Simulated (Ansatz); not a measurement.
# GeNH₃+ (doublet): the correlation ladder, cc-pVDZ

The task here is to estimate one member of a computed series from the others.

Program: Ansatz 0.2.0, Gaussian basis. Level of theory: cc-pVDZ, core rule «outside noble gas», up to 15 orbitals frozen. These are calculated values, not measurements.

Plan: UHF; CCSD(T) on ROHF; CCSD(T) on UHF; BCCD(T) on ROHF; CISD; CCSDT(Q) on ROHF; CCSDT(Q) on UHF; CASSCF and MRCISD+Q, 11 electrons in 11 orbitals; CASSCF and NEVPT2, 11 electrons in 11 orbitals.

3 further runs of the same task are left out: 3 set aside as unsound or not needed.

### The geometry

The geometry is a PBE0/def2-TZVP stationary point (not a proven minimum) of the parent state, kept for this charge and spin. No spin-orbit coupling is included. The filled d shell of Ge may be among the frozen orbitals whatever the setting's name suggests; the logs give the count.

5 atoms, charge 1, spin multiplicity 2.

Atoms are counted from 1 here; the program's logs count them from 0.

Bond lengths: Ge1–N2 1.816 Å, Ge1–H3 1.602 Å, N2–H4 1.007 Å, N2–H5 1.008 Å. Angles: N2–Ge1–H3 92.7°, Ge1–N2–H4 125.7°, Ge1–N2–H5 121.9°, H4–N2–H5 112.5°.

Coordinates:

```xyz
5

Ge    0.00000   -0.02920    0.33537
N     0.00000    0.03373   -1.47923
H     0.00000    1.56706    0.46490
H     0.00000    0.87176   -2.03801
H     0.00000   -0.80309   -2.04029
```

Set-up of the first run:

in.yaml reads:

```yaml
crystal:
  periodic: [false, false, false]
  atoms:
    - {symbol: Ge, position_ang: [0.000000, -0.029201, 0.335370]}
    - {symbol: N, position_ang: [0.000000, 0.033731, -1.479233]}
    - {symbol: H, position_ang: [0.000000, 1.567055, 0.464899]}
    - {symbol: H, position_ang: [0.000000, 0.871757, -2.038009]}
    - {symbol: H, position_ang: [0.000000, -0.803094, -2.040289]}
basis:
  gaussian: {orbitals: cc-pVDZ}
total_charge: 1
magnetization: {spin_polarized: true, initial_magnetization: 1}
hamiltonian: {xc: hf}
output: {orbitals: {seedname: orbitals}}
```

Started as:

```
$ ansatz run in.yaml --threads 1 --pin off --events-out ev --progress --plain --max-ram 2560MiB --backend cpu
```

Among the steps run: UHF; CCSD(T) on ROHF; CCSD(T) on UHF; BCCD(T) on ROHF; CISD; CCSDT(Q) on ROHF; CCSDT(Q) on UHF; CASSCF and MRCISD+Q, 11 electrons in 11 orbitals; CASSCF and NEVPT2, 11 electrons in 11 orbitals.

One table of the session follows, with a row left open; its other results are not shown here.

```
          method  from UCCSDT(Q) (kJ/mol)
            ROHF                   +732.5
             UHF                   +719.7
            RMP2                    +93.1
            UMP2                    +90.7
           RCCSD                    +29.3
           UCCSD                    +28.4
        RCCSD(T)                     +5.6
        UCCSD(T)                     +5.1
         BCCD(T)                     +5.8
          RCCSDT                     +3.0
          UCCSDT                        ?
       RCCSDT(Q)                     +0.9
       UCCSDT(Q)                        0
  CASSCF valence                   +358.5
  NEVPT2 valence                    +92.8
  MRCISD valence                    +23.6
MRCISD+Q valence                     +6.8
```

Q: Estimate the row for UCCSDT from the others.

As computed: from UCCSDT(Q) (kJ/mol): +2.5. In the column «from UCCSDT(Q) (kJ/mol)» it lies between RCCSDT(Q) (+0.9) and RCCSDT (+3.0).

Not comparable, so not listed: CISD (they don't share determinant, frozen orbitals or solution with the rows shown, or repeat one).

To keep in mind: Restricted and unrestricted rows rest on different reference determinants; where their highest levels disagree by more than a few hundredths of an eV, they describe different states and don't form one ladder.
